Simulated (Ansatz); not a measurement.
# BBrFH3: the cost of one run

Program: Ansatz 0.2.0. Level of theory: RKS PBE0/def2-SVP. These are calculated values, not measurements.

### 1 The starting structure

Bond lengths: B1–F2 1.670 Å, B1–H3 1.190 Å, B1–H4 1.190 Å, B1–Br5 2.340 Å, Br5–H6 1.506 Å. Angles: F2–B1–H3 120.0°, F2–B1–H4 120.0°, F2–B1–Br5 71.6°, H3–B1–H4 120.0°, H3–B1–Br5 97.0°, H4–B1–Br5 101.2°, B1–Br5–H6 58.3°.

Coordinates:

```xyz
6

B     0.0000    0.0000    0.0000
F     0.0000    0.0000    1.6700
H     1.0305    0.0000   -0.5950
H    -1.0305    0.0000   -0.5950
Br    0.0978   -2.2185    0.7379
H     0.0469   -1.0647    1.7044
```

### 2 A restrained relaxation towards end A

Springs on the bonds that form and break draw the guess towards this end; the thresholds are loose.

Contents of input.yaml:

```yaml
crystal:
  periodic: [false, false, false]
  atoms:
    - { symbol: B, position_ang: [0.0, 0.0, 0.0] }
    - { symbol: F, position_ang: [0.0, 0.0, 1.67] }
    - { symbol: H, position_ang: [1.0305, 0.0, -0.595] }
    - { symbol: H, position_ang: [-1.0305, 0.0, -0.595] }
    - { symbol: Br, position_ang: [0.0978, -2.2185, 0.7379] }
    - { symbol: H, position_ang: [0.0469, -1.0647, 1.7044] }
basis:
  gaussian: { orbitals: def2-SVP }
hamiltonian:
  xc: pbe0
relax:
  f_tol: 0.15
  max_steps: 25
  restrain:
    - { distance: [0, 4], at: 3.24, k: 30.0 }
    - { distance: [5, 1], at: 2.12, k: 30.0 }
    - { distance: [0, 1], at: 1.32, k: 30.0 }
    - { distance: [5, 4], at: 1.55, k: 30.0 }
```

On the command line:

```bash
$ ansatz run input.yaml --threads 1 --pin off --max-ram 2048MiB --backend cpu --events-out ev --progress --plain --runs-dir out
```

Q: Estimate wall time and peak memory on 1 thread of Arm Neoverse V1, shared host.

About 18 s, with a peak of 0.17 GiB.
